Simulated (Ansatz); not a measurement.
# W (Tungsten): the cost of one run

Computed with Ansatz 0.2.0 (DFT PBE, scalar-relativistic, plane waves, PAW, unless a step's input says otherwise).

3 further runs of the same task are left out: 3 set aside as unsound or not needed.

**1. The structure to begin with**

Symmetry: Im-3m, No. 229, cubic system. Conventional cell: a = 3.184 Å, b = 3.184 Å, c = 3.184 Å, α = 90.00°, β = 90.00°, γ = 90.00°. W (site symmetry m-3m) is surrounded by 8 W at 2.76 Å.

Coordinates:

```cif
data_structure
_symmetry_space_group_name_H-M 'P 1'
_symmetry_Int_Tables_number 1
_cell_length_a 2.7570
_cell_length_b 2.7570
_cell_length_c 2.7570
_cell_angle_alpha 109.471
_cell_angle_beta 109.471
_cell_angle_gamma 109.471
_cell_volume 16.13
loop_
_atom_site_label
_atom_site_type_symbol
_atom_site_fract_x
_atom_site_fract_y
_atom_site_fract_z
_atom_site_occupancy
W1 W 0.00000 0.00000 0.00000 1
```

It is the result of an earlier relaxation at this level (volume 16.13 Å³/atom; gap on the mesh: none (metal)).

**2. The bulk in the cell of the plane**

input.yaml

```yaml
crystal:
  lattice:
    - [3.1835553862, 0.0, 0.0]
    - [-1.5917776931, 5.0336430388, 0.0]
    - [1.5917776931, -2.0134572155, 1.0067286078]
  atoms:
    - { symbol: W, position: [0.0, 0.0, 0.0] }
basis:
  ecutwfc: 420
kpoints:
  mp_grid: { grid: [11, 7, 33] }
hamiltonian:
  xc: pbe
scf:
  occupations: { method: gaussian, width: 0.1 }
output:
  forces: true
  stress: true
  eigenvalues: true
```

On the command line:

```bash
> ansatz run input.yaml --threads 2 --pin off --max-ram 5120MiB --backend cpu --events-out ev --progress --plain --runs-dir out
```

Q: Estimate wall time and peak memory on 2 threads of Intel Xeon 6975P-C (Granite Rapids), shared host.

About 4 s, with a peak of 0.56 GiB.
